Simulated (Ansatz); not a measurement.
This script drives the Python package of Ansatz (0.2.0).

The script, `run_fdcheck.py`:
```python
import ansatz
import numpy as np

VECTORS = np.array([
    [-1.4729, 1.45133, 1.5326],
    [1.40622, -1.44517, 1.45976],
    [1.5623, 1.53458, -1.52643],
])
SITES = [
    ('V', (0.0, 0.0, 0.0), 1.5),
]


def build(cell):
    crystal = ansatz.Crystal(lattice=ansatz.Lattice.of(cell))
    for symbol, position, moment in SITES:
        crystal = crystal.atom(symbol, position, moment=moment or None)
    return crystal

def solve(crystal):
    return (
        crystal.calculation()
        .occupations(ansatz.OccupationsMethod.FERMI_DIRAC, width=150 * ansatz.meV)
        .functional('PBEsol')
        .spin('collinear')
        .basis(540, xc_grid=2)
        .kpoints(9, 9, 9)
        .scf(tolerance=1e-09)
        .forces()
        .stress()
        .run(threads=1)
    ).report


centre = solve(build(VECTORS))
start = build(VECTORS)
volume = abs(np.linalg.det(VECTORS))
larger, smaller = (solve(build(VECTORS * (1 + sign * 0.005) ** (1 / 3)))['lagrangian_ev'] for sign in (1, -1))
numerical = -(larger - smaller) / (0.01 * volume) * 160.21766
print(f'pressure: analytic {np.trace(centre["stress_gpa"]) / 3:.3f}, numerical {numerical:.3f} GPa')
```

It is started by `python run_fdcheck.py`. How long does it take on 1 thread of Arm Neoverse V1, on a shared host, and how much memory does it need?

It took about 48 s, with a peak of 0.5 GiB, for 3 runs of the engine.

```console
$ python run_fdcheck.py
DeckWarning: output.stress: scf.convergence.dr2_threshold = 1e-9 eV is looser than the 1e-10 eV advised for a printed stress (1e-10 eV for each atom of the cell: 1). What an SCF threshold leaves in a stress goes as its square root, and in the free energy as the threshold itself, and one threshold admits the most on a small cell: of the crystals measured, under no hybrid functional and no lock of the moments, on runs that ended without the residual-converged pass, on stresses that held no [...]
RunWarning: the starting moments were not kept: the SCF closed with an absolute magnetisation of 2.8e-7 μB, where they sum to 1.5 μB in size (1 site). That is at most 0.1 of that sum. Measured as dr2_m measures the in/out step, that magnetisation stands 3.0e-14 eV from none, at or under the dr2_threshold of 1.0e-9 eV: it is no larger than a step whose dr2_m would equal this threshold. The system may hold no moment; this SCF shows only that its start led to no more than that. To try another [...]
pressure: analytic -3.634, numerical -3.630 GPa
```
(Warnings from the package without file and line, shortened, repeats left out.)

The SCF didn't keep the moments it started from (some shrank, vanished or turned); what is printed is the state reached. The mesh is modest for a metal, so energies can be off by several to tens of meV an atom and pressures by half a GPa or more; differences at equal mesh fare better. The smearing is wide enough that free energy and stress hold a thermal part of the electrons. Pressure is positive in compression. The cell is a database structure, distorted on purpose. The central difference errs as the square of the step, so the shorter step is the fairer test; what remains comes from the finite grid and the SCF threshold.
